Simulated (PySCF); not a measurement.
**CdP: bond curves at several levels of theory**

One job finds the state of CdP, follows it along the bond with each method and fits the curves.

Method: Cd def2-SVP with ECP28, P def2-SVP, scalar-relativistic core potentials; program: PySCF 2.14.0.

## Step 1: Set-up

Settings of the job:

```
atoms                         : Cd, P
charge                        : 0
basis                         : Cd def2-SVP with ECP28, P def2-SVP
Hamiltonian                   : scalar-relativistic core potentials
basis functions               : 49
electrons treated             : 35
masses in u                   : 113.9034, 30.9738
levels                        : PBE0, PBE, r²SCAN, PBEsol, TPSS, BP86, HF, MP2, SCS-MP2, CCSD, CCSD(T)
grid                          : 80 radial by 434 angular points
occupations                   : held fixed by the projection of orbital angular momentum
dissociation limit            : Cd + P, each in its ground configuration
starting distance in angstrom : 2.465
values of 2S to try           : 1, 3
```

Command:

```
> OMP_NUM_THREADS=1 python dia.py task.json out
```

The runs that follow: The PBE0 curve of the state that the search chose; Higher solutions at PBE0; PBE (GGA); r²SCAN; PBEsol (GGA); TPSS (meta-GGA); BP86; ROHF (mean field); MP2 and coupled cluster.

Q: Predict the outcome of this session. Wanted: for each run, Re; ωe; De; μ.

As calculated:

Lowest PBE0 solution found, without spin–orbit coupling: ⁴Σ⁻ (quartet), unpaired electrons σ ↑, π ↑↑. State 2 has its PBE0 minimum 0.34 eV higher, as a spin-mixed determinant (⟨S²⟩ = 1.76), so this is no gap between pure states. State 3 has its PBE0 minimum 0.54 eV higher, as a spin-mixed determinant (⟨S²⟩ = 1.77), so this is no gap between pure states. The other levels ran on the lowest alone.

```
 level  Re (Å)  ωe (cm⁻¹)  De (eV)  μ (D)
   PBE   2.724      156.2    0.356  -0.59
PBEsol   2.653      179.4    0.485  -0.53
  BP86   2.725      156.6    0.339  -0.57
  TPSS   2.713      162.2    0.353  -0.88
r²SCAN   2.665      174.7    0.369  -0.85
  PBE0   2.694      161.8    0.300  -0.83
```

De is counted to Cd + P in their ground configurations. A positive dipole means Cd(−)P(+). No constants: ROHF (no minimum is bracketed among the points kept); ROHF-MP2 (no minimum is bracketed among the points kept); ROHF-SCS-MP2 (no minimum is bracketed among the points kept); ROHF-CCSD (no minimum is bracketed among the points kept); ROHF-CCSD(T) (no minimum is bracketed among the points kept).

The methods spread over 0.071 Å in bond length, from PBEsol to BP86. Among the levels with a De in the table, it runs from 0.300 eV (PBE0) to 0.485 eV (PBEsol).

Correlated steps freeze 5 core orbitals. Spin–orbit coupling is left out.
